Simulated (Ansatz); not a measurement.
# Al₂FHZn: a ladder of functionals and wavefunction methods

How much do the methods differ for Al₂FHZn? The plan is to run it at one geometry with functionals of several rungs and with coupled cluster. The yardstick is the atomisation energy at the CCSD(T) limit.

Computed with Ansatz 0.2.0, Gaussian basis. Level: functionals in def2-TZVPP, the program's frozen cores in correlated methods.

The runs, in order: LDA (SPW92), PBE-D4, revPBE-D4, BLYP-D4, r2SCAN-D4, B97M-V, PBE0-D4, B3LYP-D4, r2SCANh-D4, r2SCAN0-D4, HSE06-D4, BHLYP-D4, CAM-B3LYP-D4, LC-ωPBE, ωB97X-V, ωB97M-V, B2PLYP, PBE-QIDH; CCSD(T)/def2-SVP; CCSD(T)/def2-TZVPP; MP2/def2-QZVPP; extrapolation to the limit; RPA on PBE.

### Step 1. Structure used throughout

The geometry comes from an earlier relaxation with PBE0-D4 in a triple-zeta def2 set; it is a stationary point.

SMILES `[F][Al]1[AlH][Zn]1`, 5 atoms, charge 0, spin multiplicity 1.

Atoms are counted from 1 here; the program's logs count them from 0.

Bond lengths: F1–Al2 1.658 Å, Al2–Al3 2.526 Å, Al2–Zn4 2.711 Å, Al3–Zn4 2.536 Å, Al3–H5 1.832 Å. Angles: F1–Al2–Al3 154.0°, F1–Al2–Zn4 134.0°, Al3–Al2–Zn4 57.8°, Al2–Al3–Zn4 64.7°, Al2–Al3–H5 48.8°, Zn4–Al3–H5 66.2°, Al2–Zn4–Al3 57.5°.

### Step 2. LDA

This LDA is Slater exchange with PW92 correlation.

The input, in.yaml:

```yaml
crystal:
  periodic: [false, false, false]
  atoms:
    - {symbol: F, position_ang: [-0.576370, -2.203750, 0.819724]}
    - {symbol: Al, position_ang: [-0.445857, -0.562194, 0.626072]}
    - {symbol: Al, position_ang: [0.836886, 1.601214, 0.386642]}
    - {symbol: Zn, position_ang: [-0.831824, 1.122531, -1.462210]}
    - {symbol: H, position_ang: [1.066965, -0.031402, -0.411527]}
basis:
  gaussian: {orbitals: def2-TZVPP}
hamiltonian: {xc: lda}
output: {orbitals: {seedname: orbitals}}
```

The run is started by

```console
$ ansatz run in.yaml --threads 2 --pin off --events-out ev --progress --plain --max-ram 4352MiB
```

The runs that follow: PBE-D4 (GGA); revPBE-D4 (GGA); BLYP-D4 (GGA); r2SCAN-D4 (meta-GGA); B97M-V (meta-GGA); B3LYP-D4 (hybrid); r2SCANh-D4 (hybrid); r2SCAN0-D4 (hybrid); HSE06-D4 (hybrid); BHLYP-D4 (hybrid); CAM-B3LYP-D4 (range-separated); LC-ωPBE (range-separated); ωB97X-V (range-separated); ωB97M-V (range-separated); B2PLYP (double hybrid); PBE-QIDH (double hybrid); CCSD(T) in def2-SVP; CCSD(T) in def2-TZVPP; MP2 in def2-QZVPP; RPA on PBE orbitals.

Q: Predict the results of all the runs planned. Wanted: atomisation energy, CCSD(T)/CBS; farthest beyond LDA; mean size of error, GGA; mean size of error, meta-GGA; mean size of error, hybrid; mean size of error, range-separated; mean size of error, double hybrid; gap, smallest and largest; T1 diagnostic.

As calculated:

| quantity | value |
| --- | --- |
| atomisation energy, CCSD(T)/CBS | 1119.5 kJ/mol |
| functionals within 5.6 kJ/mol (0.5 %) | none; nearest r2SCANh-D4 (+8.8 kJ/mol) |
| farthest beyond LDA | BHLYP-D4 (-88.1 kJ/mol) |
| mean size of error, GGA | 24.2 kJ/mol |
| mean size of error, meta-GGA | 29.5 kJ/mol |
| mean size of error, hybrid | 28.4 kJ/mol |
| mean size of error, range-separated | 26.3 kJ/mol |
| mean size of error, double hybrid | 27.4 kJ/mol |
| gap, smallest and largest | 2.29 eV (LDA (SPW92)), 7.64 eV (LC-ωPBE) |
| T1 diagnostic | 0.0176 |
| triples share of the correlation energy | 3.8 % |

The LDA atomisation energy is off by 200.4 kJ/mol (18 %): it overbinds. PBE-D4 is off by +28.9 kJ/mol. Double hybrids carry the basis error of their MP2 part in triple zeta, and no dispersion term here, so their miss is partly the set-up's. Taken by rung, GGA functionals do best (24.2 kJ/mol on average) and meta-GGA ones worst beyond LDA (29.5 kJ/mol). The gap between the best rungs is small, so their order is not settled. The reference freezes the cores and leaves out relativity and excitations past (T), so misses under about 5.6 kJ/mol can't be ranked. Hartree-Fock recovers 64 % of the binding; the rest is correlation. CCSD(T) in def2-SVP is off by -100.9 kJ/mol, which most functionals beat. Orbital gaps span 2.3 to 7.6 eV; exact exchange widens them. The restricted reference is unstable towards a spin-broken one. For Zn the d shell is correlated and the shells below it are frozen.
